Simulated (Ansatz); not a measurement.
**Co3Sn2S2 (R-3m): equation of state**

Aim: the bulk modulus of Co3Sn2S2 (R-3m) from energies at several volumes around the relaxed one, with shape and atoms relaxed at each.

Method: DFT LDA, scalar-relativistic, plane waves, PAW, in Ansatz 0.2.0.

## Step 1: Starting point

The structure is trigonal, space group R-3m (No. 166). Conventional cell: a = 5.244 Å, b = 5.244 Å, c = 12.851 Å, α = 90.00°, β = 90.00°, γ = 120.00°. Around Co (site symmetry 2/m) lie 2 S at 2.12 Å. Sn (site symmetry -3m) has 6 Co at 2.62 Å and 2 S at 2.80 Å as nearest neighbours. Around Sn (site symmetry -3m) lie 6 Co at 2.62 Å. Around S (site symmetry 3m) lie 3 Co at 2.12 Å and 1 Sn at 2.80 Å.

Coordinates:

```
Co Sn S
1.0
     2.62196    1.51379    4.28357
    -2.62196    1.51379    4.28357
     0.00000   -3.02757    4.28357
Co Sn S
3 2 2
Direct
  0.00000 0.00000 0.50000
  0.50000 0.00000 0.00000
  0.00000 0.50000 0.00000
  0.50000 0.50000 0.50000
  0.00000 0.00000 0.00000
  0.28196 0.28196 0.28196
  0.71804 0.71804 0.71804
```

This cell comes from an earlier session at LDA: 14.573 Å³/atom at -0.03 GPa, on a 8×8×8 mesh.

Volume factors to run: 0.980, 1.020, 0.960, 1.040.

## Step 2: Volume × 0.980

Input file input.yaml:

```yaml
crystal:
  lattice:
    - [2.6043588395, 1.503627277, 4.2548239182]
    - [-2.6043588395, 1.503627277, 4.2548239182]
    - [0.0, -3.0072545541, 4.2548239182]
  atoms:
    - { symbol: Co, position: [0.0, 0.0, 0.5], spin: 0.29 }
    - { symbol: Co, position: [0.5, 0.0, 0.0], spin: 0.29 }
    - { symbol: Co, position: [0.0, 0.5, 0.0], spin: 0.29 }
    - { symbol: Sn, position: [0.5, 0.5, 0.5] }
    - { symbol: Sn, position: [0.0, 0.0, 0.0] }
    - { symbol: S, position: [0.2819580892, 0.2819580892, 0.2819580892] }
    - { symbol: S, position: [0.7180419108, 0.7180419108, 0.7180419108] }
basis:
  ecutwfc: 420
  ecutrho_ratio: 4
kpoints:
  mp_grid: { grid: [8, 8, 8] }
hamiltonian:
  xc: lda
scf:
  occupations: { method: gaussian, width: 0.05 }
output:
  forces: true
  stress: true
  eigenvalues: true
  populations: true
magnetization:
  spin_polarized: true
relax:
  f_tol: 0.01
  max_steps: 40
  cell: { stress_tol: 0.1, fix: [volume] }
```

On the command line:

```bash
ansatz run input.yaml --threads 4 --pin off --max-ram 10240MiB --backend cpu --events-out ev --progress --plain --runs-dir out
```

Further steps of the session: Scaling the volume by 1.020; Volume × 0.960; At 1.040 of the relaxed volume.

Q: Predict the outcome of this session. Wanted: V0; B0; scatter of the fit.

**Answer**, as computed:

| quantity | value |
| --- | --- |
| V0 | 14.574 Å³/atom |
| B0 | 128 GPa |
| scatter of the fit | 0.001 meV/atom |

In words: The fitted minimum lies at 14.57 Å³/atom, and the bulk modulus is 128 GPa. One per cent of compression takes about 1.3 GPa. The moment on atom 1 grows from 0.17 to 0.31 μB on expansion. These are values at 0 K without zero-point motion. Spin–orbit coupling is left out, though the cell holds Sn; it can open a gap where p bands cross.
